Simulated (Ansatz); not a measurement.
# CH5Al2BrOS: the cost of one run

Method: RKS BLYP/def2-SVP, in Ansatz 0.2.0.

**1. The starting structure**

Bond lengths: O1–Al2 1.875 Å, Al2–C3 1.987 Å, C3–Br4 1.876 Å, C3–Al5 1.985 Å, Al5–S6 2.260 Å, O1–H7 1.017 Å, Al2–H8 1.553 Å, C3–H9 1.165 Å, Al5–H10 1.586 Å, S6–H11 1.406 Å. Angles: O1–Al2–C3 120.5°, O1–Al2–H8 120.0°, C3–Al2–H8 119.5°, Al2–O1–H7 100.6°, Al2–C3–Br4 111.5°, Al2–C3–Al5 109.5°, Al2–C3–H9 109.5°, Br4–C3–Al5 111.4°, Br4–C3–H9 104.9°, Al5–C3–H9 109.9°, C3–Al5–S6 119.0°, C3–Al5–H10 119.8°, S6–Al5–H10 121.2°, Al5–S6–H11 91.0°.

Coordinates:

```xyz
11

O     1.0546   -2.3701   -0.4907
Al    0.0143   -1.4357    0.7580
C     0.3767    0.4797    1.1403
Br   -0.7634    1.1430    2.4750
Al    0.2199    1.5313   -0.5363
S    -1.7587    1.5614   -1.6289
H     0.5546   -2.1549   -1.3492
H    -1.1446   -2.1567    1.4985
H     1.4495    0.5916    1.5807
H     1.4690    2.3463   -1.0768
H    -1.4065    0.4071   -2.3499
```

**2. End point A**

The input, input.yaml:

```yaml
crystal:
  periodic: [false, false, false]
  atoms:
    - { symbol: O, position_ang: [1.0546, -2.3701, -0.4907] }
    - { symbol: Al, position_ang: [0.0143, -1.4357, 0.758] }
    - { symbol: C, position_ang: [0.3767, 0.4797, 1.1403] }
    - { symbol: Br, position_ang: [-0.7634, 1.143, 2.475] }
    - { symbol: Al, position_ang: [0.2199, 1.5313, -0.5363] }
    - { symbol: S, position_ang: [-1.7587, 1.5614, -1.6289] }
    - { symbol: H, position_ang: [0.5546, -2.1549, -1.3492] }
    - { symbol: H, position_ang: [-1.1446, -2.1567, 1.4985] }
    - { symbol: H, position_ang: [1.4495, 0.5916, 1.5807] }
    - { symbol: H, position_ang: [1.469, 2.3463, -1.0768] }
    - { symbol: H, position_ang: [-1.4065, 0.4071, -2.3499] }
basis:
  gaussian: { orbitals: def2-SVP }
hamiltonian:
  xc: blyp
relax:
  f_tol: 0.015
  max_steps: 40
```

Run with:

```sh
> ansatz run input.yaml --threads 2 --pin off --max-ram 3072MiB --backend cpu --events-out ev --progress --plain --runs-dir out
```

What time and memory should one allow on 2 threads of Arm Neoverse V2, shared host?

About 2.4 min, with a peak of 0.21 GiB.
